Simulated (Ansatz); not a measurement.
# Cu2H3: a closer look at a trial structure

Aim: for this structure of Cu2H3, see whether it has a gap, which orbitals make up the states near it and how charge is shared.

Method: DFT PBE, scalar-relativistic, plane waves, PAW, in Ansatz 0.2.0.

### 1 The system as given

Symmetry: P6_3/mmc, No. 194, hexagonal system. Conventional cell: a = 2.843 Å, b = 2.843 Å, c = 10.693 Å, α = 90.00°, β = 90.00°, γ = 120.00°. Cu (site symmetry -3m) is surrounded by 6 H at 1.86 Å. Cu (site symmetry -6m2) is surrounded by 5 H at 1.64 to 1.79 Å. H (site symmetry 3m) has 4 Cu at 1.79 to 1.86 Å as nearest neighbours. H (site symmetry -6m2) is surrounded by 3 Cu at 1.64 Å.

Structure file:

```
CELL_PARAMETERS angstrom
2.84343 0.00000 0.00000
-1.42171 2.46248 0.00000
0.00000 0.00000 10.69287
ATOMIC_POSITIONS crystal
Cu 0.00000 0.00000 0.00000
Cu 0.00000 0.00000 0.50000
Cu 0.33333 0.66667 0.25000
Cu 0.66667 0.33333 0.75000
H 0.33333 0.66667 0.08232
H 0.66667 0.33333 0.58232
H 0.66667 0.33333 0.91768
H 0.33333 0.66667 0.41768
H 0.00000 0.00000 0.25000
H 0.00000 0.00000 0.75000
```

The cell was relaxed beforehand at this level, from an invented guess; it needn't be the stable form of this composition. At a tolerance of 0.05 Å it has space group P6_3/mmc (No. 194); it has 7.49 Å³/atom, an uncorrected energy of +0.30 eV/atom over the elements.

### 2 Static run: bands, density of states and charges

input.yaml

```yaml
crystal:
  lattice:
    - [2.8434262519, 0.0, 0.0]
    - [-1.4217131259, 2.4624793679, 0.0]
    - [0.0, 0.0, 10.6928660081]
  atoms:
    - { symbol: Cu, position: [0.0, 0.0, 0.0] }
    - { symbol: Cu, position: [0.0, 0.0, 0.5] }
    - { symbol: Cu, position: [0.3333333333, 0.6666666667, 0.25] }
    - { symbol: Cu, position: [0.6666666667, 0.3333333333, 0.75] }
    - { symbol: H, position: [0.3333333333, 0.6666666667, 0.0823228254] }
    - { symbol: H, position: [0.6666666667, 0.3333333333, 0.5823228254] }
    - { symbol: H, position: [0.6666666667, 0.3333333333, 0.9176771746] }
    - { symbol: H, position: [0.3333333333, 0.6666666667, 0.4176771746] }
    - { symbol: H, position: [0.0, 0.0, 0.25] }
    - { symbol: H, position: [0.0, 0.0, 0.75] }
basis:
  ecutwfc: 420
kpoints:
  mp_grid: { grid: [18, 18, 4] }
  band_path:
    path:
      - [[0.0, 0.0, 0.0], [0.5, 0.0, 0.0], [0.33333333, 0.33333333, 0.0], [0.0, 0.0, 0.0], [0.0, 0.0, 0.5], [0.5, 0.0, 0.5], [0.33333333, 0.33333333, 0.5], [0.0, 0.0, 0.5]]
      - [[0.5, 0.0, 0.5], [0.5, 0.0, 0.0]]
      - [[0.33333333, 0.33333333, 0.5], [0.33333333, 0.33333333, 0.0]]
    npoints: 14
hamiltonian:
  xc: pbe
scf:
  occupations: { method: gaussian, width: 0.1 }
  n_extra_bands: 25
output:
  forces: true
  stress: true
  eigenvalues: true
  populations: true
  dos: { projected: true, de: 0.02, nscf_kmesh: { grid: [22, 22, 5] } }
  bader: true
```

The run is started by

```bash
$ ansatz run input.yaml --threads 1 --pin off --max-ram 2560MiB --backend cpu --events-out ev --progress --plain --runs-dir out
```

**Question.** What will these runs give? Wanted: gap; states at the Fermi level; Bader charges.

As calculated:

```
                 quantity                                  value
                      gap                           none (metal)
states at the Fermi level                   3.42 per eV per cell
            Bader charges  Cu +0.42 to +0.51, H -0.32 to -0.31 e
```

**Reading.** There is no gap at this level. Of the projected weight within 0.25 eV of the Fermi level, the largest part is H 1s (44 %) and Cu 3d (43 %). Bader charges reach 0.5 e, so charge transfer in this metal is moderate.
